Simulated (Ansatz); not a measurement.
# H₆N₂O₂Si: a ladder of functionals and wavefunction methods

The task here is to estimate one member of a computed series from the others.

Method: functionals in def2-TZVPP, the program's frozen cores in correlated methods; program: Ansatz 0.2.0, Gaussian basis.

The runs, in order: LDA (SPW92), PBE-D4, revPBE-D4, BLYP-D4, r2SCAN-D4, B97M-V, PBE0-D4, B3LYP-D4, r2SCANh-D4, r2SCAN0-D4, HSE06-D4, BHLYP-D4, CAM-B3LYP-D4, LC-ωPBE, ωB97X-V, ωB97M-V, B2PLYP, PBE-QIDH; CCSD(T)/def2-SVP; CCSD(T)/def2-TZVPP; MP2/def2-QZVPP; extrapolation to the limit; RPA on PBE.

**The relaxed structure**

All runs share one geometry, relaxed beforehand with PBE0-D4 in a triple-zeta def2 set.

SMILES `N[Si](N)(O)O`, 11 atoms, charge 0, spin multiplicity 1.

Atoms are counted from 1 here; the program's logs count them from 0.

Bond lengths: N1–Si2 1.699 Å, N1–H6 1.005 Å, N1–H7 1.005 Å, Si2–N3 1.697 Å, Si2–O4 1.647 Å, Si2–O5 1.648 Å, N3–H8 1.004 Å, N3–H9 1.004 Å, O4–H10 0.958 Å, O5–H11 0.958 Å. Angles: Si2–N1–H6 122.6°, Si2–N1–H7 120.4°, H6–N1–H7 112.9°, N1–Si2–N3 112.2°, N1–Si2–O4 116.5°, N1–Si2–O5 101.6°, N3–Si2–O4 101.9°, N3–Si2–O5 115.2°, O4–Si2–O5 110.1°, Si2–N3–H8 122.0°, Si2–N3–H9 122.6°, H8–N3–H9 113.6°, Si2–O4–H10 115.5°, Si2–O5–H11 115.3°.

The first run:

File in.yaml:

```yaml
crystal:
  periodic: [false, false, false]
  atoms:
    - {symbol: N, position_ang: [-1.169045, 0.968151, 0.528367]}
    - {symbol: Si, position_ang: [0.075713, 0.030484, -0.149313]}
    - {symbol: N, position_ang: [0.564852, -1.225596, 0.880941]}
    - {symbol: O, position_ang: [1.501207, 0.802874, -0.441560]}
    - {symbol: O, position_ang: [-0.608502, -0.453120, -1.568741]}
    - {symbol: H, position_ang: [-1.020725, 1.577868, 1.313048]}
    - {symbol: H, position_ang: [-1.968361, 1.228298, -0.022692]}
    - {symbol: H, position_ang: [1.533860, -1.432592, 1.044012]}
    - {symbol: H, position_ang: [-0.054931, -1.654610, 1.543729]}
    - {symbol: H, position_ang: [1.504404, 1.391501, -1.197286]}
    - {symbol: H, position_ang: [-0.293173, -1.290357, -1.910007]}
basis:
  gaussian: {orbitals: def2-TZVPP}
hamiltonian: {xc: lda}
output: {orbitals: {seedname: orbitals}}
```

Steps of the session up to this table: LDA; PBE-D4 (GGA); revPBE-D4 (GGA); BLYP-D4 (GGA); r2SCAN-D4 (meta-GGA); B97M-V (meta-GGA); PBE0-D4 (hybrid); B3LYP-D4 (hybrid); r2SCANh-D4 (hybrid); r2SCAN0-D4 (hybrid); HSE06-D4 (hybrid); BHLYP-D4 (hybrid); CAM-B3LYP-D4 (range-separated); LC-ωPBE-D4 (range-separated; the results give it without D4); ωB97X-V (range-separated); ωB97M-V (range-separated); B2PLYP (double hybrid); PBE-QIDH (double hybrid).

One table of the session follows, with a row left open; its other results are not shown here.

It belongs to the step «Orbital energies across the functionals». 

```
  functional  HOMO (eV)  LUMO (eV)  gap (eV)
 LDA (SPW92)      -5.80      -0.21      5.59
      PBE-D4      -5.63      -0.09      5.54
   revPBE-D4          ?          ?         ?
     BLYP-D4      -5.52      -0.14      5.38
   r2SCAN-D4      -5.95       0.64      6.58
      B97M-V      -6.03       0.13      6.16
     PBE0-D4      -7.13       0.76      7.89
    B3LYP-D4      -6.88       0.38      7.26
  r2SCANh-D4      -6.51       0.88      7.39
  r2SCAN0-D4      -7.36       1.23      8.59
    HSE06-D4      -6.72       0.39      7.12
    BHLYP-D4      -8.55       1.35      9.90
CAM-B3LYP-D4      -8.60       1.49     10.09
     LC-ωPBE     -10.03       2.86     12.88
     ωB97X-V      -9.64       2.62     12.26
     ωB97M-V      -9.55       2.15     11.70
```

**Question.** Estimate the row for revPBE-D4.

As computed: HOMO (eV): -5.56; LUMO (eV): -0.01; gap (eV): 5.55. In the column «HOMO (eV)» it lies between PBE-D4 (-5.63) and BLYP-D4 (-5.52).
